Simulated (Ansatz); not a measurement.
# CH7B2N: up Jacob's ladder to CCSD(T)

Aim: compute CH7B2N with functionals from several rungs and with coupled cluster. The yardstick is the atomisation energy at the CCSD(T) limit.

The runs use Ansatz 0.2.0, Gaussian basis; functionals in def2-TZVPP, the program's frozen cores in correlated methods.

Levels to be run: LDA (SPW92), PBE-D4, revPBE-D4, BLYP-D4, r2SCAN-D4, B97M-V, PBE0-D4, B3LYP-D4, r2SCANh-D4, r2SCAN0-D4, HSE06-D4, BHLYP-D4, CAM-B3LYP-D4, LC-ωPBE, ωB97X-V, ωB97M-V, B2PLYP, PBE-QIDH; CCSD(T)/def2-SVP; CCSD(T)/def2-TZVPP; MP2/def2-QZVPP; extrapolation to the limit; RPA on PBE.

## 1. The relaxed structure

All runs share one geometry, relaxed beforehand with PBE0-D4 in a triple-zeta def2 set.

SMILES `BCBN`, 11 atoms, charge 0, spin multiplicity 1.

Atoms are counted from 1 here; the program's logs count them from 0.

Bond lengths: B1–C2 1.539 Å, B1–H5 1.200 Å, B1–H6 1.199 Å, C2–B3 1.588 Å, C2–H7 1.093 Å, C2–H8 1.095 Å, B3–N4 1.390 Å, B3–H9 1.198 Å, N4–H10 1.005 Å, N4–H11 1.007 Å. Angles: C2–B1–H5 120.9°, C2–B1–H6 120.8°, H5–B1–H6 118.1°, B1–C2–B3 103.0°, B1–C2–H7 113.8°, B1–C2–H8 111.8°, B3–C2–H7 110.4°, B3–C2–H8 106.0°, H7–C2–H8 111.2°, C2–B3–N4 121.1°, C2–B3–H9 121.2°, N4–B3–H9 117.7°, B3–N4–H10 122.9°, B3–N4–H11 123.4°, H10–N4–H11 113.7°.

## 2. LDA

This LDA is Slater exchange with PW92 correlation.

Input file in.yaml:

```yaml
crystal:
  periodic: [false, false, false]
  atoms:
    - {symbol: B, position_ang: [-0.946451, 1.349166, 0.058867]}
    - {symbol: C, position_ang: [-0.443196, 0.142331, 0.871289]}
    - {symbol: B, position_ang: [0.061026, -0.859902, -0.252721]}
    - {symbol: N, position_ang: [1.397953, -0.901524, -0.631760]}
    - {symbol: H, position_ang: [-0.250549, 2.311409, -0.110926]}
    - {symbol: H, position_ang: [-2.015741, 1.322895, -0.482636]}
    - {symbol: H, position_ang: [0.370411, 0.382422, 1.560058]}
    - {symbol: H, position_ang: [-1.260823, -0.369945, 1.388176]}
    - {symbol: H, position_ang: [-0.702153, -1.586991, -0.822956]}
    - {symbol: H, position_ang: [1.746366, -1.527078, -1.337336]}
    - {symbol: H, position_ang: [2.108557, -0.319784, -0.219455]}
basis:
  gaussian: {orbitals: def2-TZVPP}
hamiltonian: {xc: lda}
output: {orbitals: {seedname: orbitals}}
```

Launch:

```sh
ansatz run in.yaml --threads 2 --pin off --events-out ev --progress --plain --max-ram 4352MiB
```

After this run come: PBE-D4 (GGA); revPBE-D4 (GGA); BLYP-D4 (GGA); r2SCAN-D4 (meta-GGA); B97M-V (meta-GGA); PBE0-D4 (hybrid); B3LYP-D4 (hybrid); r2SCANh-D4 (hybrid); r2SCAN0-D4 (hybrid); HSE06-D4 (hybrid); BHLYP-D4 (hybrid); CAM-B3LYP-D4 (range-separated); LC-ωPBE (range-separated); ωB97X-V (range-separated); ωB97M-V (range-separated); B2PLYP (double hybrid); PBE-QIDH (double hybrid); CCSD(T) in def2-SVP; CCSD(T) in def2-TZVPP; MP2 in def2-QZVPP; RPA on PBE orbitals.

Q: Predict the results of all the runs planned. Wanted: atomisation energy, CCSD(T)/CBS; farthest beyond LDA; mean size of error, GGA; mean size of error, meta-GGA; mean size of error, hybrid; mean size of error, range-separated; mean size of error, double hybrid; gap, smallest and largest; T1 diagnostic.

The runs gave:

| quantity | value |
| --- | --- |
| atomisation energy, CCSD(T)/CBS | 42.370 eV |
| functionals within 0.212 eV (0.5 %) | revPBE-D4, r2SCAN0-D4, B2PLYP, PBE-QIDH |
| farthest beyond LDA | PBE-D4 (+0.940 eV) |
| mean size of error, GGA | 0.417 eV |
| mean size of error, meta-GGA | 0.411 eV |
| mean size of error, hybrid | 0.341 eV |
| mean size of error, range-separated | 0.430 eV |
| mean size of error, double hybrid | 0.038 eV |
| gap, smallest and largest | 4.70 eV (LDA (SPW92)), 12.23 eV (LC-ωPBE) |
| T1 diagnostic | 0.0124 |
| triples share of the correlation energy | 3.6 % |

In words: The LDA atomisation energy is off by 5.639 eV (13 %): it overbinds. PBE-D4 is off by +0.940 eV. Double hybrids carry the basis error of their MP2 part in triple zeta, and no dispersion term here, so their miss is partly the set-up's. Taken by rung, double hybrid functionals do best (0.038 eV on average) and range-separated ones worst beyond LDA (0.430 eV). Misses under about 0.212 eV are within the doubt on the reference itself, which lacks core-valence correlation, relativity and higher excitations. Hartree-Fock recovers 77 % of the binding; the rest is correlation. CCSD(T) in def2-SVP is off by -1.772 eV, which most functionals beat. The gap grows from 4.7 to 12.2 eV across the functionals, mostly with the share of exact exchange.
